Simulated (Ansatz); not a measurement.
# 8 Cl2 in a periodic box: a dynamics run in two tries

Wanted: a short trajectory, and a check that the input is sound. The molecules were packed at random to 1.57 g/cm³.

Method: DFT PBE+D3(BJ), plane waves, PAW, scalar-relativistic, no spin polarisation, in Ansatz 0.2.0.

### Step 1. Starting point

The cell holds 16 atoms (Cl16): a = 8.434 Å, b = 8.434 Å, c = 8.434 Å, α = 90.00°, β = 90.00°, γ = 90.00°.

As a file:

```cif
data_structure
_symmetry_space_group_name_H-M 'P 1'
_symmetry_Int_Tables_number 1
_cell_length_a 8.4343
_cell_length_b 8.4343
_cell_length_c 8.4343
_cell_angle_alpha 90.000
_cell_angle_beta 90.000
_cell_angle_gamma 90.000
_cell_volume 600.00
loop_
_atom_site_label
_atom_site_type_symbol
_atom_site_fract_x
_atom_site_fract_y
_atom_site_fract_z
_atom_site_occupancy
Cl1 Cl 0.26258 0.93013 0.77862 1
Cl2 Cl 0.34432 0.77764 0.62246 1
Cl3 Cl 0.91073 0.14521 0.86338 1
Cl4 Cl 0.94978 0.22115 0.62298 1
Cl5 Cl 0.17888 0.47808 0.96781 1
Cl6 Cl 0.34476 0.57972 0.09819 1
Cl7 Cl 0.37911 0.28246 0.63928 1
Cl8 Cl 0.60257 0.25912 0.75384 1
Cl9 Cl 0.55717 0.87572 0.29573 1
Cl10 Cl 0.56607 0.00064 0.09884 1
Cl11 Cl 0.15904 0.98621 0.19184 1
Cl12 Cl 0.95776 0.12414 0.22934 1
Cl13 Cl 0.86826 0.72819 0.60144 1
Cl14 Cl 0.71825 0.85714 0.74674 1
Cl15 Cl 0.69587 0.40133 0.30441 1
Cl16 Cl 0.83427 0.56776 0.21737 1
```

### Step 2. The run

File input.yaml:

```yaml
accuracy: low
crystal:
  lattice:
    - [8.434327, 0.0, 0.0]
    - [0.0, 8.434327, 0.0]
    - [0.0, 0.0, 8.434327]
  atoms:
    - { symbol: Cl, position: [0.26257521, 0.93013476, 0.77861776] }
    - { symbol: Cl, position: [0.34431603, 0.77763858, 0.62245755] }
    - { symbol: Cl, position: [0.91072578, 0.1452119, 0.86338474] }
    - { symbol: Cl, position: [0.94978303, 0.22114584, 0.62298424] }
    - { symbol: Cl, position: [0.17887913, 0.47808158, -0.03219426] }
    - { symbol: Cl, position: [0.3447563, 0.57972215, 0.09819126] }
    - { symbol: Cl, position: [0.37910948, 0.2824643, 0.63928288] }
    - { symbol: Cl, position: [0.60256693, 0.25911505, 0.75383664] }
    - { symbol: Cl, position: [0.55716863, 0.87572239, 0.29572773] }
    - { symbol: Cl, position: [0.56607431, 1.00064167, 0.09884319] }
    - { symbol: Cl, position: [0.15904022, -0.01379427, 0.19183682] }
    - { symbol: Cl, position: [-0.0422447, 0.12414485, 0.22933625] }
    - { symbol: Cl, position: [0.86825665, 0.72818714, 0.60143956] }
    - { symbol: Cl, position: [0.71825144, 0.85713568, 0.74673541] }
    - { symbol: Cl, position: [0.69587074, 0.40132656, 0.30440774] }
    - { symbol: Cl, position: [0.83426838, 0.56776387, 0.21736584] }
basis:
  ecutwfc: 420.0
kpoints:
  mp_grid: { grid: [1, 1, 1] }
hamiltonian:
  xc: pbe
  dispersion: d3bj
scf:
  occupations: { method: fermi_dirac, width: 0.05 }
  lower_state_search: "off"
  max_iter: 87
md:
  timestep: 2
  n_steps: 25
  ensemble: nve
  temperature: 1500.0
  initial_velocities: maxwell_boltzmann
  seed: 221041
  friction: 0.01
```

The run is started by

```
$ ansatz run input.yaml --threads 1 --pin off --max-ram 3072MiB --backend cpu --events-out ev --progress --plain --runs-dir out
```

Before running it: what results should come out? Wanted: first try.

As calculated:

| quantity | value |
| --- | --- |
| first try | refused |
| cause | friction belongs to the Langevin ensembles, and this run is at constant energy |

The fault in the first input was caught at the input check and cost nothing.
